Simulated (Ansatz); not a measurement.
# H4N2OSW: basis-set convergence

An exercise on one series of results from a longer session: the logs are not shown, and one member is left open.

Method: one geometry, several basis sets; program: Ansatz 0.2.0, Gaussian basis.

Plan: PBE0-D4/def2-SVP; ωB97M-V/def2-SVP; PBE0-D4/def2-QZVPP; ωB97M-V/def2-QZVPP; the functionals' def2-TZVPP values are taken from earlier runs.

## The geometry

The geometry comes from an earlier relaxation with PBE0-D4 in a triple-zeta def2 set; it is a stationary point, not always the lowest conformer. W takes the def2 core potential; no spin-orbit term is included.

SMILES `[NH2][W]([NH2])(=[O])=[S]`, 9 atoms, charge 0, spin multiplicity 1.

Atoms are counted from 1 here; the program's logs count them from 0.

Bond lengths: N1–W2 1.938 Å, N1–H6 1.008 Å, N1–H7 1.008 Å, W2–N3 1.938 Å, W2–O4 1.701 Å, W2–S5 2.145 Å, N3–H8 1.008 Å, N3–H9 1.008 Å. Angles: W2–N1–H6 123.3°, W2–N1–H7 124.5°, H6–N1–H7 112.0°, N1–W2–N3 111.5°, N1–W2–O4 107.0°, N1–W2–S5 108.5°, N3–W2–O4 107.0°, N3–W2–S5 108.5°, O4–W2–S5 114.3°, W2–N3–H8 123.3°, W2–N3–H9 124.5°, H8–N3–H9 112.0°.

Coordinates:

```xyz
9

N    -1.21508    1.11628   -0.26346
W     0.26691   -0.09967   -0.54785
N     0.72893   -1.04859    1.07751
O    -0.25350   -1.26405   -1.67283
S     1.97077    1.03906   -1.17990
H    -2.17471    0.87380   -0.45655
H    -1.11607    2.08520   -0.00348
H     0.37580   -1.96614    1.30194
H     1.41694   -0.73590    1.74463
```

The first run:

The input, in.yaml:

```yaml
crystal:
  periodic: [false, false, false]
  atoms:
    - {symbol: N, position_ang: [-1.215076, 1.116278, -0.263464]}
    - {symbol: W, position_ang: [0.266914, -0.099667, -0.547849]}
    - {symbol: N, position_ang: [0.728933, -1.048585, 1.077506]}
    - {symbol: O, position_ang: [-0.253505, -1.264055, -1.672834]}
    - {symbol: S, position_ang: [1.970775, 1.039065, -1.179899]}
    - {symbol: H, position_ang: [-2.174711, 0.873803, -0.456546]}
    - {symbol: H, position_ang: [-1.116071, 2.085195, -0.003476]}
    - {symbol: H, position_ang: [0.375797, -1.966137, 1.301937]}
    - {symbol: H, position_ang: [1.416945, -0.735896, 1.744634]}
basis:
  gaussian: {orbitals: def2-SVP}
hamiltonian: {xc: pbe0, dispersion: d4}
output: {orbitals: {seedname: orbitals}}
```

Launch:

```bash
> ansatz run in.yaml --threads 4 --pin off --events-out ev --progress --plain --max-ram 10444MiB
```

Among the steps run: PBE0-D4 in def2-SVP; ωB97M-V in def2-SVP; PBE0-D4 in def2-QZVPP; ωB97M-V in def2-QZVPP.

One table of the session follows, with a row left open; its other results are not shown here.

It belongs to the step «Density functionals: the series». 

```
functional       basis  HOMO (eV)  LUMO (eV)
   PBE0-D4    def2-SVP          ?          ?
   PBE0-D4  def2-TZVPP      -7.30      -1.96
   PBE0-D4  def2-QZVPP      -7.33      -2.01
   ωB97M-V    def2-SVP      -9.35       0.18
   ωB97M-V  def2-TZVPP      -9.43       0.09
   ωB97M-V  def2-QZVPP      -9.47       0.01
```

Q: Estimate the row for PBE0-D4, def2-SVP from the others.

The run gave: HOMO (eV): -7.24; LUMO (eV): -1.91. In the column «HOMO (eV)» it is the highest.
